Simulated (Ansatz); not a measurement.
# CH4AlClFNO: how energies converge with the basis set

An exercise on one series of results from a longer session: the logs are not shown, and one member is left open.

Program: Ansatz 0.2.0, Gaussian basis. Level of theory: one geometry, several basis sets. These are calculated values, not measurements.

The runs, in order: PBE0-D4/def2-SVP; ωB97M-V/def2-SVP; PBE0-D4/def2-QZVPP; ωB97M-V/def2-QZVPP; the functionals' def2-TZVPP values are taken from earlier runs.

## The geometry

The geometry comes from an earlier relaxation with PBE0-D4 in a triple-zeta def2 set; it is a stationary point, not always the lowest conformer.

10 atoms, charge 0, spin multiplicity 1.

Atoms are counted from 1 here; the program's logs count them from 0.

Bond lengths: N1–C2 1.288 Å, N1–H7 1.020 Å, N1–H8 1.013 Å, C2–F4 1.309 Å, C2–Al5 2.099 Å, O3–Al5 1.712 Å, O3–H9 0.954 Å, Al5–Cl6 2.188 Å, Al5–H10 1.586 Å. Angles: C2–N1–H7 115.3°, C2–N1–H8 123.3°, H7–N1–H8 121.4°, N1–C2–F4 112.9°, N1–C2–Al5 121.6°, F4–C2–Al5 125.4°, Al5–O3–H9 123.1°, C2–Al5–O3 100.0°, C2–Al5–Cl6 93.4°, C2–Al5–H10 109.1°, O3–Al5–Cl6 114.7°, O3–Al5–H10 121.5°, Cl6–Al5–H10 113.0°.

The first run:

The input, in.yaml:

```yaml
crystal:
  periodic: [false, false, false]
  atoms:
    - {symbol: N, position_ang: [-0.824481, -1.597241, 0.240157]}
    - {symbol: C, position_ang: [0.061598, -0.908530, -0.392881]}
    - {symbol: O, position_ang: [1.655477, 1.349206, 0.577847]}
    - {symbol: F, position_ang: [0.870826, -1.651097, -1.105897]}
    - {symbol: Al, position_ang: [0.154996, 1.182425, -0.228627]}
    - {symbol: Cl, position_ang: [-1.599103, 1.288598, 1.075403]}
    - {symbol: H, position_ang: [-1.474855, -1.053682, 0.808008]}
    - {symbol: H, position_ang: [-0.879429, -2.607883, 0.196174]}
    - {symbol: H, position_ang: [2.212249, 2.119041, 0.488381]}
    - {symbol: H, position_ang: [-0.094179, 1.827962, -1.655564]}
basis:
  gaussian: {orbitals: def2-SVP}
hamiltonian: {xc: pbe0, dispersion: d4}
output: {orbitals: {seedname: orbitals}}
```

Started as:

```sh
> ansatz run in.yaml --threads 4 --pin off --events-out ev --progress --plain --max-ram 10444MiB
```

Steps of the session up to this table: PBE0-D4 in def2-SVP; ωB97M-V in def2-SVP; PBE0-D4 in def2-QZVPP; ωB97M-V in def2-QZVPP.

One of the session's tables, all rows but one given; the rest of the session is left out.

It belongs to the step «Functionals by basis». 

| functional | basis | HOMO (eV) | LUMO (eV) |
| --- | --- | --- | --- |
| PBE0-D4 | def2-SVP | -7.62 | -1.92 |
| PBE0-D4 | def2-TZVPP | -7.80 | -2.07 |
| PBE0-D4 | def2-QZVPP | -7.85 | -2.13 |
| ωB97M-V | def2-SVP | -9.83 | 0.47 |
| ωB97M-V | def2-TZVPP | -10.06 | 0.26 |
| ωB97M-V | def2-QZVPP | ? | ? |

Q: Estimate the row for ωB97M-V, def2-QZVPP from the others.

The run gave: HOMO (eV): -10.12; LUMO (eV): 0.17. In the column «HOMO (eV)» it is the lowest.
